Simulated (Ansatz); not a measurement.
# BH4ISi: rigid torsion scan, by script

Aim: a rigid torsion scan, for BH4ISi, run from a script. SMILES: [SiH3]BI.

Program: the Python package of Ansatz 0.2.0. Level of theory: r2SCAN/def2-SVP. These are calculated values, not measurements.

## 1. Starting point

Bond lengths: Si1–B2 1.873 Å, B2–I3 2.188 Å, Si1–H4 1.426 Å, Si1–H5 1.501 Å, Si1–H6 1.515 Å, B2–H7 1.193 Å. Angles: Si1–B2–I3 118.7°, Si1–B2–H7 121.4°, I3–B2–H7 119.9°, B2–Si1–H4 110.9°, B2–Si1–H5 111.8°, B2–Si1–H6 111.4°, H4–Si1–H5 106.6°, H4–Si1–H6 109.4°, H5–Si1–H6 106.5°.

The script holds or builds the structure itself.

## 2. The script

File torsion.py:

```python
"""Energy of BH4ISi as one group turns about a bond."""

import ansatz as az
from ase import Atoms

BASIS_SET = "def2-SVP"
FUNCTIONAL = "r2scan"
FORCE_TOL = 0.02

atoms = Atoms(["Si", "B", "I", "H", "H", "H", "H"], positions=[
    [-0.6521, 0.4344, -0.2032],
    [0.7923, -0.5141, 0.5189],
    [2.0161, -1.7431, -0.8151],
    [-1.5737, -0.4475, -0.8397],
    [-0.2071, 1.4169, -1.2466],
    [-1.3745, 1.235, 0.8609],
    [1.0604, -0.4496, 1.6791],
])

# start the scan from a relaxed geometry
first = (
    az.Crystal.molecule_from_ase(atoms).calculation()
    .basis(gaussian=BASIS_SET)
    .functional(FUNCTIONAL)
    .scf(lower_state_search="standard")
    .relax(force_tolerance=FORCE_TOL, max_steps=80)
)
atoms.positions = first.run().report["positions_ang"]

start = atoms.get_dihedral(3, 0, 1, 2)
energies = {}
for turn in range(0, 360, 30):
    turned = atoms.copy()
    turned.set_dihedral(3, 0, 1, 2, start + turn, indices=[1, 2, 6])
    setup = (
        az.Crystal.molecule_from_ase(turned).calculation()
        .basis(gaussian=BASIS_SET)
        .functional(FUNCTIONAL)
        .scf(lower_state_search="standard")
    )
    energies[round((start + turn) % 360)] = setup.run().report["free_energy_ev"]
floor = min(energies.values())
print("dihedral H3-Si0-B1-I2 (deg)   E - E(min) (kJ/mol)")
for angle, e in sorted(energies.items()):
    print(f"{angle:8d} {96.485332 * (e - floor):14.3f}  " + "#" * int(30 * (e - floor) / max(max(energies.values()) - floor, 1e-9)))
```

## 3. Launch

On the command line:

```console
python torsion.py
```

Q: Predict the main results. Wanted: range of energy; lowest point, turn.

The runs gave:

| quantity | value |
| --- | --- |
| runs compared | 12 |
| range of energy | 0.015 eV |
| lowest point, turn (°) | 0 |

In words: The lowest point lies at a turn of 0°, the highest 0.015 eV (1.5 kJ/mol) above it at 270°. The rest of the molecule is held rigid, so the true barrier is lower. Run 0: After 4 moves the largest shift is 0.183 Å, of atom 7 (H). Reading the output:
- These settings explore the input space; basis and method may be short of convergence.
- The scan is rigid, so its barriers lie above those of a relaxed path; they are electronic energies in a modest basis. With rigid groups the curve can differ much from the relaxed barrier, and equivalent turns needn't return to the same energy.
- def2 sets replace the cores of elements past krypton by effective core potentials.
